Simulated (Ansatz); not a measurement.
# Ba2Tl5V3O12 (P-4) in Ansatz: band structure with PBE

Aim: the band structure of Ba2Tl5V3O12 with PBE.

All numbers are computed with Ansatz 0.2.0; they aren't measurements. Logs are shortened: lines on timing, memory, paths and dates and some standing lists are left out, and cuts for length are marked.

**1. The crystal as given**

Symmetry: P-4, No. 81, tetragonal system. Conventional cell: a = 6.545 Å, b = 6.545 Å, c = 13.575 Å, α = 90.00°, β = 90.00°, γ = 90.00°. Around Ba (site symmetry 2) lie 8 O at 2.82 to 2.88 Å. V (site symmetry -4) is surrounded by 4 O at 1.73 Å. Around V (site symmetry -4) lie 4 O at 1.74 Å. V (site symmetry -4) has 4 O at 1.73 Å as nearest neighbours. Tl (site symmetry 2) has 4 O at 2.65 to 2.67 Å as nearest neighbours. Tl (site symmetry 2) is surrounded by 4 O at 2.69 Å. Tl (site symmetry -4) has 4 O at 3.29 Å and 4 Tl at 3.30 Å as nearest neighbours. O (site symmetry 1) is surrounded by 1 V at 1.73 Å.

The cell was built by a generator and needn't be a form met in nature.

**2. Band structure, PBE, collinear spin, ferromagnetic start**

File input.yaml:

```yaml
crystal:
  lattice:
    - [6.54548, 0.0, 0.0]
    - [0.0, 6.54548, 0.0]
    - [0.0, 0.0, 13.57484]
  atoms:
    - { symbol: Ba, position: [0.5, 0.0, 0.56322] }
    - { symbol: Ba, position: [0.0, 0.5, 0.43678] }
    - { symbol: V, position: [0.0, 0.0, 0.5], spin: 2.0 }
    - { symbol: V, position: [0.0, 0.0, 0.0], spin: 2.0 }
    - { symbol: V, position: [0.5, 0.5, 0.5], spin: 2.0 }
    - { symbol: Tl, position: [0.5, 0.0, 0.0298] }
    - { symbol: Tl, position: [0.0, 0.5, 0.6884] }
    - { symbol: Tl, position: [0.0, 0.5, 0.9702] }
    - { symbol: Tl, position: [0.5, 0.0, 0.3116] }
    - { symbol: Tl, position: [0.5, 0.5, 0.0] }
    - { symbol: O, position: [0.81622, 0.88853, 0.42632] }
    - { symbol: O, position: [0.88853, 0.18378, 0.57368] }
    - { symbol: O, position: [0.11147, 0.81622, 0.57368] }
    - { symbol: O, position: [0.18378, 0.11147, 0.42632] }
    - { symbol: O, position: [0.82276, 0.85849, 0.933] }
    - { symbol: O, position: [0.85849, 0.17724, 0.067] }
    - { symbol: O, position: [0.14151, 0.82276, 0.067] }
    - { symbol: O, position: [0.17724, 0.14151, 0.933] }
    - { symbol: O, position: [0.68323, 0.61113, 0.5741] }
    - { symbol: O, position: [0.61113, 0.31677, 0.4259] }
    - { symbol: O, position: [0.38887, 0.68323, 0.4259] }
    - { symbol: O, position: [0.31677, 0.38887, 0.5741] }
hamiltonian:
  xc: pbe
  pseudopotentials: { kind: paw }
magnetization:
  spin_polarized: true
kpoints:
  mp_grid: { grid: [4, 4, 2] }
  band_path:
    path:
      - [[0.0, 0.0, 0.0], [0.0, 0.5, 0.0], [0.5, 0.5, 0.0], [0.0, 0.0, 0.0], [0.0, 0.0, 0.5], [0.0, 0.5, 0.5], [0.5, 0.5, 0.5], [0.0, 0.0, 0.5]]
      - [[0.0, 0.5, 0.0], [0.0, 0.5, 0.5]]
      - [[0.5, 0.5, 0.0], [0.5, 0.5, 0.5]]
    npoints: 10
scf:
  occupations: { method: fermi_dirac, width: 0.05 }
  n_extra_bands: 55
output:
  forces: true
  stress: true
  eigenvalues: true
  fatbands: false
```

Potentials or basis: Ansatz PAW.

On the command line:

```sh
$ ansatz run input.yaml --threads 8 --pin off --max-ram 20480MiB --backend cpu --events-out ev --progress --plain --runs-dir out
```

Standard output:

```text
Warning: RAYON_NUM_THREADS=8 ignored (pool sized by the plan → 8); use --threads N
scf.n_extra_bands = 55 over 98 filled bands (N_el = 196.0): the run solves 153 bands
Engine: ansatz 0.2.0, aarch64-unknown-linux-gnu
[... 109 lines left out ...]
  k-point 1 ↑: bands = ["-60.9503", "-60.2315", "-60.2042", "-34.9101", "-34.9101", "-34.8650", "-34.2122", "-34.2122", "-34.1860", "-34.1860", "-34.1638", "-34.1328", "-22.3041", "-22.2796", "-13.8431", "-13.3636", "-13.2978", "-13.2978", "-13.2238", "-12.8304", "-12.8102", "-12.8102", "-12.6614", "-12.5960", "-12.5339", "-12.5339", "-8.9303", "-8.8756", "-8.8178", "-8.8178", "-8.7620", "-7.7211", "-7.6494", "-7.4990", "-7.4990", "-7.4512", "-7.3405", "-7.3405", "-7.3262", "-7.3262", "-7.2973", "-7.2170", "-7.1993", "-7.1549", "-7.1339", "-7.1339", "-7.1249", "-6.4308", "-6.4244", "-6.4230", "-6.4230", "-6.4053", "-6.4053", "-6.3772", "-6.3763", "-6.3618", "-6.3611", "-3.5371", "-2.6383", "-1.4186", "-1.2902", "-0.5086", "-0.5086", "-0.3474", "-0.2986", "0.0335", "0.1821", "0.1821", "0.2056", "0.4364", "0.4755", "0.4840", "0.6155", "0.6155", "0.6930", "0.6930", "0.8298", "0.8740", "0.9564", "0.9686", "1.3641", "1.6115", "1.6115", "1.6691", "1.7031", "1.7031", "1.7142", "1.7142", "1.7700", "1.7857", "2.1392", "2.3751", "2.3953", "2.3953", "2.4293", "2.4893", "2.9192", "2.9192", "4.1139", "4.1139", "4.5826", "5.9551", "6.4537", "6.5499", "6.9332", "7.0758", "7.0970", "7.2203", "7.2203", "7.2705", "7.2944", "7.7235", "7.7262", "7.7262", "7.8572", "7.8572", "7.9857", "8.1483", "8.1853", "8.5215", "8.5332", "8.5332", "8.8222", "8.8222", "9.2108", "9.4207", "9.5750", "9.5750", "9.6441", "9.9805", "9.9805", "10.0802", "10.1856", "10.1856", "10.3950", "10.5669", "10.9391", "11.2360", "11.2360", "11.3818", "11.5930", "11.9042", "12.0495", "12.1714", "12.2941", "12.2941", "12.7408", "12.7427", "12.9087", "12.9381", "12.9381", "13.1361", "13.1421"]
  k-point 2 ↑: bands = ["-60.9503", "-60.2315", "-60.2042", "-34.9102", "-34.9102", "-34.8650", "-34.2122", "-34.2122", "-34.1860", "-34.1860", "-34.1638", "-34.1328", "-22.2998", "-22.2825", "-13.8269", "-13.3611", "-13.3147", "-13.2997", "-13.2174", "-13.0180", "-12.7834", "-12.6804", "-12.6413", "-12.5978", "-12.5559", "-12.5111", "-8.9127", "-8.8656", "-8.8180", "-8.8152", "-8.7583", "-7.7337", "-7.6772", "-7.4709", "-7.4421", "-7.4370", "-7.3566", "-7.3487", "-7.3420", "-7.3235", "-7.3111", "-7.2218", "-7.2021", "-7.1789", "-7.1571", "-7.1083", "-7.0990", "-6.4301", "-6.4270", "-6.4267", "-6.4250", "-6.4096", "-6.4092", "-6.3767", "-6.3759", "-6.3587", "-6.3579", "-3.5374", "-2.6011", "-1.3803", "-1.3197", "-0.8552", "-0.4705", "-0.3904", "-0.2734", "0.0551", "0.0755", "0.1756", "0.2637", "0.3366", "0.4336", "0.4917", "0.5079", "0.6206", "0.6785", "0.7317", "0.7733", "0.8195", "0.9117", "1.1432", "1.2266", "1.2500", "1.4912", "1.7038", "1.7420", "1.7787", "1.8625", "1.8882", "1.9217", "2.0812", "2.1796", "2.2115", "2.3918", "2.4799", "2.5250", "2.6269", "2.8353", "2.9457", "4.1473", "4.4682", "5.1267", "6.1403", "6.3273", "6.4756", "6.7284", "6.8838", "6.9298", "7.0315", "7.0990", "7.3319", "7.4159", "7.4768", "7.5569", "7.7280", "7.8576", "8.0585", "8.1348", "8.1866", "8.2697", "8.3901", "8.4904", "8.7368", "8.8180", "8.9078", "9.0019", "9.3808", "9.4195", "9.5800", "9.7741", "9.8189", "9.8634", "9.9271", "9.9403", "10.3903", "10.5393", "10.8180", "11.0175", "11.0389", "11.3396", "11.4703", "11.4936", "11.5310", "11.9757", "12.1333", "12.3197", "12.3738", "12.5680", "12.8541", "12.9414", "13.0429", "13.1078", "13.1290", "13.1885"]
  k-point 11 ↓: bands = ["-60.9503", "-60.2315", "-60.2042", "-34.9102", "-34.9102", "-34.8650", "-34.2123", "-34.2123", "-34.1860", "-34.1860", "-34.1638", "-34.1328", "-22.2888", "-22.2888", "-13.7791", "-13.3556", "-13.3333", "-13.3333", "-13.2182", "-13.1944", "-12.7623", "-12.7623", "-12.5854", "-12.5623", "-12.4653", "-12.4653", "-8.8451", "-8.8357", "-8.8182", "-8.8182", "-8.7473", "-7.6834", "-7.6834", "-7.5816", "-7.5767", "-7.4115", "-7.4115", "-7.3471", "-7.3428", "-7.2232", "-7.2232", "-7.2105", "-7.2010", "-7.1674", "-7.1300", "-7.1300", "-7.1028", "-6.4292", "-6.4278", "-6.4278", "-6.4247", "-6.4118", "-6.4074", "-6.3759", "-6.3759", "-6.3587", "-6.3587", "-3.1728", "-2.4914", "-2.4914", "-1.3344", "-1.3344", "-0.8429", "-0.1798", "0.0008", "0.0590", "0.0683", "0.2361", "0.2361", "0.3754", "0.3754", "0.4431", "0.5310", "0.5570", "0.7059", "0.7190", "0.7733", "0.7733", "1.0922", "1.1851", "1.2044", "1.6208", "1.6208", "1.7816", "1.8267", "1.8267", "1.8813", "1.9072", "1.9125", "1.9125", "2.0867", "2.0867", "2.4401", "2.4401", "2.4787", "2.5013", "3.1551", "3.1551", "4.7426", "5.9180", "5.9180", "5.9798", "6.1585", "6.7121", "6.7316", "6.7920", "6.8059", "7.0805", "7.0805", "7.0862", "7.1456", "7.5189", "7.5189", "7.5771", "7.7419", "7.8093", "7.8434", "7.8434", "8.0197", "8.0197", "8.0641", "8.3778", "8.6735", "8.7702", "8.8640", "8.8640", "8.9149", "9.8850", "9.8850", "10.0236", "10.1684", "10.3329", "10.3573", "10.5623", "10.5623", "10.6325", "11.0388", "11.0388", "11.1556", "11.6291", "11.6291", "12.0672", "12.2714", "12.2714", "12.3656", "12.4774", "12.5879", "12.9203", "12.9576", "12.9576", "13.0841", "13.1773", "13.1773"]
```

bands.tsv:

```text
[... 83 lines left out ...]
```

It took 5.5 min on 8 threads of Arm Neoverse V1, shared host; peak memory 9 GiB.

Results:

* Free energy: -84678.3666 eV
* Pressure: 0.0 GPa
* Band gap on the k mesh: 0.96 eV, indirect (least direct gap 1.19 eV)
* Band gap along the path: 0.96 eV, indirect (least direct gap 1.19 eV)
* Net moment: 0.00 μB per cell
* Absolute moment: 0.00 μB per cell

Forces in eV/Å, atoms in the order of the input:
```
Ba   0.000  0.000  0.000
Ba   0.000  0.000  0.000
V    0.000  0.000  0.000
V    0.000  0.000  0.000
V    0.000  0.000  0.000
Tl   0.000  0.000  0.000
Tl   0.000  0.000  0.002
Tl   0.000  0.000  0.000
Tl   0.000  0.000 -0.002
Tl   0.000  0.000  0.000
O    0.000  0.000  0.003
O    0.000  0.000 -0.003
O    0.000  0.000 -0.003
O    0.000  0.000  0.003
O    0.000  0.000  0.001
O    0.000  0.000 -0.001
O    0.000  0.000 -0.001
O    0.000  0.000  0.001
O    0.001  0.000 -0.001
O    0.000 -0.001  0.001
O    0.000  0.001  0.001
O   -0.001  0.000 -0.001
```

Levels at the corners of the path, in eV from the valence-band top:
Spin up:
| point | band 96 | band 97 | band 98 | band 99 | band 100 | band 101 |
| --- | --- | --- | --- | --- | --- | --- |
| Γ | -0.66 | -0.24 | -0.24 | 0.96 | 0.96 | 1.36 |
| X | -0.50 | -0.28 | -0.26 | 1.03 | 1.54 | 2.52 |
| M | -0.65 | 0.00 | 0.00 | 1.59 | 2.72 | 2.72 |
| Γ | -0.66 | -0.24 | -0.24 | 0.96 | 0.96 | 1.36 |
| Z | -0.67 | -0.24 | -0.24 | 0.96 | 0.96 | 1.43 |
| R | -0.51 | -0.29 | -0.26 | 1.03 | 1.54 | 2.53 |
| A | -0.65 | 0.00 | 0.00 | 1.59 | 2.76 | 2.76 |
| Z | -0.67 | -0.24 | -0.24 | 0.96 | 0.96 | 1.43 |
| X | -0.50 | -0.28 | -0.26 | 1.03 | 1.54 | 2.52 |
| R | -0.51 | -0.29 | -0.26 | 1.03 | 1.54 | 2.53 |
| M | -0.65 | 0.00 | 0.00 | 1.59 | 2.72 | 2.72 |
| A | -0.65 | 0.00 | 0.00 | 1.59 | 2.76 | 2.76 |
Spin down:
```csv
point,band 94,band 95,band 96,band 97,band 98,band 99,band 100,band 101,band 102,band 103
Γ,-0.76,-0.73,-0.66,-0.24,-0.24,0.96,0.96,1.36,2.97,3.24
X,-0.64,-0.53,-0.50,-0.28,-0.26,1.03,1.54,2.52,3.03,3.21
M,-0.72,-0.68,-0.65,0.00,0.00,1.59,2.72,2.72,2.82,3.00
Γ,-0.76,-0.73,-0.66,-0.24,-0.24,0.96,0.96,1.36,2.97,3.24
Z,-0.76,-0.73,-0.67,-0.24,-0.24,0.96,0.96,1.43,2.80,3.30
R,-0.64,-0.53,-0.51,-0.29,-0.26,1.03,1.54,2.53,3.06,3.23
A,-0.72,-0.68,-0.65,0.00,0.00,1.59,2.76,2.76,2.82,3.00
Z,-0.76,-0.73,-0.67,-0.24,-0.24,0.96,0.96,1.43,2.80,3.30
X,-0.64,-0.53,-0.50,-0.28,-0.26,1.03,1.54,2.52,3.03,3.21
R,-0.64,-0.53,-0.51,-0.29,-0.26,1.03,1.54,2.53,3.06,3.23
M,-0.72,-0.68,-0.65,0.00,0.00,1.59,2.72,2.72,2.82,3.00
A,-0.72,-0.68,-0.65,0.00,0.00,1.59,2.76,2.76,2.82,3.00
```

Caveat: spin-orbit coupling is left out, which as a rule narrows the gap of such compounds by several tenths of an eV; the starting moments weren't kept.
